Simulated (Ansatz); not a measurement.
# ClZr: the cost of one run

Method: def2-TZVPP, core rule «outside noble gas», up to 9 orbitals frozen; program: Ansatz 0.2.0, Gaussian basis.

The runs, in order: UHF; ROHF; CCSD(T) on UHF.

## 1. The geometry

The geometry is a PBE0/def2-TZVP stationary point (not a proven minimum) of the parent state, kept for this charge and spin. No spin-orbit coupling is included. Elements past krypton take def2 core potentials.

2 atoms, charge 1, spin multiplicity 3.

Atoms are counted from 1 here; the program's logs count them from 0.

Bond lengths: Zr1–Cl2 2.345 Å.

As a file:

```
Zr    0.00000    0.00000    0.00000
Cl    0.00000    0.00000    2.34457
```

## 2. UHF

The input, in.yaml:

```yaml
crystal:
  periodic: [false, false, false]
  atoms:
    - {symbol: Zr, position_ang: [0.000000, 0.000000, 0.000000]}
    - {symbol: Cl, position_ang: [0.000000, 0.000000, 2.344575]}
basis:
  gaussian: {orbitals: def2-TZVPP}
total_charge: 1
magnetization: {spin_polarized: true, initial_magnetization: 2}
hamiltonian: {xc: hf}
output: {orbitals: {seedname: orbitals}}
```

On the command line:

```sh
> ansatz run in.yaml --threads 1 --pin off --events-out ev --progress --plain --max-ram 2816MiB --backend cpu
```

**Question.** How long does this run take on 1 thread of AMD EPYC 7R13, shared host, and how much memory does it need?

About 11 s, with a peak of 0.26 GiB.
